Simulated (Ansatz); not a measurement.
Write a Python script for Ansatz 0.2.0, Python API that makes a check of forces and pressure against finite differences of SrMg (distorted cell). Settings (first run): r2SCAN, PAW, cutoff 650 eV, 6×6×6 k-points, Fermi-Dirac smearing of 0.1 eV.

```
CELL_PARAMETERS angstrom
2.09640 1.12706 5.48380
-2.05335 1.15374 5.46219
0.04463 -2.40140 5.49873
ATOMIC_POSITIONS crystal
Sr 0.50344 0.50621 0.49037
Mg 0.99321 0.00120 0.00852
```

The script, `run_fdcheck.py`:
```python
"""Forces and pressure of SrMg against finite differences of the energy, distorted."""

import warnings

import ansatz as az
import numpy as np

VECTORS = np.array([
    [2.0964, 1.12706, 5.4838],
    [-2.05335, 1.15374, 5.46219],
    [0.04463, -2.4014, 5.49873],
])
SITES = [
    ("Sr", (0.50344, 0.50621, 0.49037)),
    ("Mg", (0.99321, 0.0012, 0.00852)),
]


def make_crystal(cell):
    crystal = az.Crystal(lattice=az.Lattice.of(cell))
    for symbol, position in SITES:
        crystal = crystal.atom(symbol, position)
    return crystal

warnings.simplefilter("ignore", az.DeckWarning)

def solve(crystal):
    return (
        crystal.calculation()
        .functional("r2SCAN")
        .occupations(az.OccupationsMethod.FERMI_DIRAC)  # fractional filling near the Fermi level
        .basis(650, xc_grid=2)  # plane waves up to this kinetic energy
        .kpoints(6, 6, 6)
        .scf(tolerance=1e-09)
        .forces()  # eV per angstrom
        .stress()  # positive in compression
        .run(threads=1)
    ).report


centre = solve(make_crystal(VECTORS))
start = make_crystal(VECTORS)
# move one atom both ways along a Cartesian axis
print(f"force on atom 0 along z: analytic {centre['forces_ev_ang'][0][2]:.4f} eV/A")
for h in (0.004, 0.016):
    shift = np.eye(3)[2] * h @ np.linalg.inv(VECTORS)
    plus, minus = (solve(start.move(0, to=np.array(SITES[0][1]) + sign * shift))["lagrangian_ev"] for sign in (1, -1))
    print(f"  step {h} A: numerical {-(plus - minus) / (2 * h):.4f} eV/A")
# P = -dF/dV; the difference feels the change of the plane-wave count with the cell
volume = abs(np.linalg.det(VECTORS))
larger, smaller = (solve(make_crystal(VECTORS * (1 + sign * 0.005) ** (1 / 3)))["lagrangian_ev"] for sign in (1, -1))
numerical = -(larger - smaller) / (0.01 * volume) * 160.21766
print(f"pressure: analytic {np.trace(centre['stress_gpa']) / 3:.3f}, numerical {numerical:.3f} GPa")
```

```console
$ python run_fdcheck.py
force on atom 0 along z: analytic 0.0284 eV/A
  step 0.004 A: numerical 0.0284 eV/A
  step 0.016 A: numerical 0.0284 eV/A
pressure: analytic 0.193, numerical 0.193 GPa
```

What to keep in mind:
- The mesh is modest for a metal, so energies can be off by several to tens of meV an atom and pressures by half a GPa or more; differences at equal mesh fare better.
- The program warned that this SCF threshold is loose for forces or stresses.
- Pressure is positive in compression.
- The cell is a database structure, distorted on purpose.
- The central difference errs as the square of the step, so the shorter step is the fairer test; what remains comes from the finite grid and the SCF threshold.
- The script silences the warnings on its input, which a real study should read.
- Run time: 4.3 min on 1 thread of Arm Neoverse V2, with other jobs on the host, peak memory 0.65 GiB.
